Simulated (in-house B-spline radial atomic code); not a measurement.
# Excited states and polarisability of Ta⁴⁵⁺ by several methods

Aim: excitation energies, oscillator strengths, polarisability and C6 of Ta⁴⁵⁺ by linear response on several mean fields, with the cost of each.

Method: linear response of a closed shell, each method with its own adiabatic kernel; non-relativistic; B-spline basis; no spin-orbit coupling, no double excitations; only terms of natural parity, (−1)^L, with L up to 3 are computed. Code: in-house B-spline radial atomic code version 1.

### Step 1. Starting point

```
element       : tantalum (Z = 73)
charge        : +45
configuration : [Ar] 3d10
runs          : TDHF; PBE; LC-ωPBE; BLYP; OLYP
```

Outer shells as boxes (Hund's rule):

Ta⁴⁵⁺
```
[Ar] core
3d [↑↓][↑↓][↑↓][↑↓][↑↓]
```

### Step 2. TDHF

Settings of the run:

```ini
Z = 73
electrons = 28.0
configuration = [Ar] 3d10
hamiltonian = nr
method = hf
box_radius = 2.9
intervals = 50
```

Started as:

```sh
> python run_td.py task.json out
```

task.json lists these runs, among others, and the program works through them in turn.

### Step 3. PBE

The settings differ from step 2 so:

```diff
@@ -4,3 +4,3 @@
 hamiltonian = nr
-method = hf
+method = pbe,pbe
 box_radius = 2.9
```

### Step 4. LC-ωPBE

The settings differ from step 3 so:

```diff
@@ -4,3 +4,3 @@
 hamiltonian = nr
-method = pbe,pbe
+method = lc_wpbe
 box_radius = 2.9
```

### Step 5. BLYP

The settings differ from step 4 so:

```diff
@@ -4,3 +4,3 @@
 hamiltonian = nr
-method = lc_wpbe
+method = b88,lyp
 box_radius = 2.9
```

### Step 6. OLYP

The settings differ from step 5 so:

```diff
@@ -4,3 +4,3 @@
 hamiltonian = nr
-method = b88,lyp
+method = optx,lyp
 box_radius = 2.9
```

Before running it: what results should come out? Wanted: for each run, threshold; 3d→4p ¹P; 3d→4p ³P, Tamm-Dancoff; α; C6.

The runs gave:

```csv
run,threshold (eV),3d→4p ¹P (eV),"3d→4p ³P, Tamm-Dancoff (eV)",α (bohr³),C6 (hartree bohr⁶),time
TDHF,3920.7,1752.8,1743.3,0.002373,0.0003697,1.1 s
PBE,3852.2,1725.6,1717.1,0.002390,0.0003733,0.9 s
LC-ωPBE,3858.0,1725.1,1716.6,0.002390,0.0003734,1.3 s
BLYP,3852.0,1719.5,1709.8,0.002390,0.0003733,0.9 s
OLYP,3858.3,1723.0,1713.3,0.002382,0.0003717,0.9 s
```

In words: α runs from 0.00237 (TDHF) to 0.00239 bohr³ (LC-ωPBE). The semilocal functionals put the threshold at 3852.0 to 3858.3 eV, under Hartree-Fock's 3920.7 eV, through self-interaction. Relativity is absent, so for an element this heavy the values are those of a model, not of the real ion. Spin-orbit coupling is so strong here that each real term splits widely.
